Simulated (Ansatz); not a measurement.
# TaRu: squeezing one contact

An exercise on one series of results from a longer session: the logs are not shown, and one member is left open.

Computed with Ansatz 0.2.0 (DFT, PBEsol, PAW with Ansatz's default frozen-core files, scalar-relativistic, unless a step's input says otherwise).

2 further runs of the same task are left out: 2 that didn't finish.

### The structure to begin with

Symmetry: P4/mmm, No. 123, tetragonal system. The conventional cell has a = 3.053 Å, b = 3.053 Å, c = 3.389 Å, α = 90.00°, β = 90.00°, γ = 90.00°. Around Ta (site symmetry 4/mmm) lie 8 Ru at 2.74 Å and 4 Ta at 3.05 Å. Ru (site symmetry 4/mmm) is surrounded by 8 Ta at 2.74 Å and 4 Ru at 3.05 Å.

As a file:

```cif
data_structure
_symmetry_space_group_name_H-M 'P4/mmm'
_symmetry_Int_Tables_number 123
_cell_length_a 3.0530
_cell_length_b 3.0530
_cell_length_c 3.3890
_cell_angle_alpha 90.000
_cell_angle_beta 90.000
_cell_angle_gamma 90.000
_cell_volume 31.59
loop_
_atom_site_label
_atom_site_type_symbol
_atom_site_symmetry_multiplicity
_atom_site_Wyckoff_symbol
_atom_site_fract_x
_atom_site_fract_y
_atom_site_fract_z
_atom_site_occupancy
Ta1 Ta 1 d 0.50000 0.50000 0.50000 1
Ru1 Ru 1 a 0.00000 0.00000 0.00000 1
```

The file gives the conventional cell by its symmetry; the runs use the cell typed in the input.

Atoms are numbered in the order of the input: Ta1, Ru2.

Set-up of the first run:

Input file input.yaml:

```yaml
crystal:
  lattice:
    - [3.053, 0.0, 0.0]
    - [0.0, 3.053, 0.0]
    - [0.0, 0.0, 3.389]
  atoms:
    - { symbol: Ta, position: [0.5, 0.5, 0.5] }
    - { symbol: Ru, position: [0.0, 0.0, 0.0] }
kpoints:
  mp_grid: { grid: [10, 10, 9] }
scf:
  occupations: { method: fermi_dirac, width: 0.05 }
hamiltonian:
  xc: pbesol
  pseudopotentials: { kind: paw }
output:
  forces: true
  stress: true
  eigenvalues: true
  efg: { contact_densities: true }
  populations: true
```

The run is started by

```console
$ ansatz run input.yaml --threads 1 --pin off --max-ram 2048MiB --backend cpu --events-out ev --progress --plain --runs-dir out
```

Steps of the session up to this table: Shortest bond scaled by 1, PAW; Shortest bond scaled by 0.82, PAW; Shortest bond scaled by 0.76, PAW; Shortest bond scaled by 0.7, PAW; Shortest bond scaled by 0.64, PAW; Shortest bond scaled by 0.64, PAW (partial_waves polarizable).

One of the session's tables, all rows but one given; the rest of the session is left out.

| method | length (Å) | F from the given length (eV/cell) | force along the bond (eV/Å) | pressure (GPa) | largest force (eV/Å) |
| --- | --- | --- | --- | --- | --- |
| PAW | 1.756 | 7.355 | 30.831 | 116.02 | 30.838 |
| PAW | 1.921 | 3.753 | 15.377 | 65.84 | 15.388 |
| PAW | 2.086 | 1.855 | 8.405 | 36.39 | 8.431 |
| PAW | 2.250 | 0.824 | 4.400 | 16.20 | 4.425 |
| PAW | 2.744 | ? | ? | ? | ? |
| PAW (partial_waves polarizable) | 1.756 | – | 30.813 | 115.96 | 30.820 |

Q: Estimate the row for PAW, 2.744 from the others.

**Answer.** F from the given length (eV/cell): 0.000; force along the bond (eV/Å): 0.000; pressure (GPa): -5.35; largest force (eV/Å): 0.000.

To keep in mind: Warnings in the runs' records: gradients without spin orbit.
